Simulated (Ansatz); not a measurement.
# La2F3: the cost of one run

Method: DFT PBE, scalar-relativistic, plane waves, PAW, in Ansatz 0.2.0.

## 1. The system as given

Symmetry: I4/mmm, No. 139, tetragonal system. Conventional cell: a = 3.571 Å, b = 3.571 Å, c = 15.179 Å, α = 90.00°, β = 90.00°, γ = 90.00°. La (site symmetry 4mm) is surrounded by 9 F at 2.83 to 3.04 Å. Around F (site symmetry 4/mmm) lie 2 F at 2.95 Å and 8 La at 3.04 Å. F (site symmetry 4mm) is surrounded by 5 La at 2.83 to 2.95 Å.

Structure file:

```
CELL_PARAMETERS angstrom
-1.78552 1.78552 7.58971
1.78552 -1.78552 7.58971
1.78552 1.78552 -7.58971
ATOMIC_POSITIONS crystal
La 0.88905 0.88905 0.00000
La 0.11095 0.11095 0.00000
F 0.50000 0.50000 0.00000
F 0.30556 0.30556 0.00000
F 0.69444 0.69444 0.00000
```

Recipe of the guess: species swapped into a database cell of Hf2Pt3 (I4/mmm, No. 139), with La on the Hf sites and F on the Pt sites. Lengths come from tabulated atomic sizes and are only a guess.

## 2. A first look at the guess

File input.yaml:

```yaml
crystal:
  lattice:
    - [-1.78552055, 1.78552055, 7.58970848]
    - [1.78552055, -1.78552055, 7.58970848]
    - [1.78552055, 1.78552055, -7.58970848]
  atoms:
    - { symbol: La, position: [0.88905203, 0.88905203, 0.0] }
    - { symbol: La, position: [0.11094797, 0.11094797, 0.0] }
    - { symbol: F, position: [0.5, 0.5, 0.0] }
    - { symbol: F, position: [0.30555561, 0.30555561, 0.0] }
    - { symbol: F, position: [0.69444439, 0.69444439, 0.0] }
basis:
  ecutwfc: 420
kpoints:
  mp_grid: { grid: [6, 6, 6] }
hamiltonian:
  xc: pbe
scf:
  occupations: { method: gaussian, width: 0.1 }
  lower_state_search: "off"
output:
  forces: true
  stress: true
  eigenvalues: true
```

The run is started by

```bash
$ ansatz run input.yaml --threads 1 --pin off --max-ram 2560MiB --backend cpu --events-out ev --progress --plain --runs-dir out
```

What time and memory should one allow on 1 thread of Intel Xeon at 2.50GHz (Skylake/Cascade Lake), shared host?

About 10 s, with a peak of 0.4 GiB.
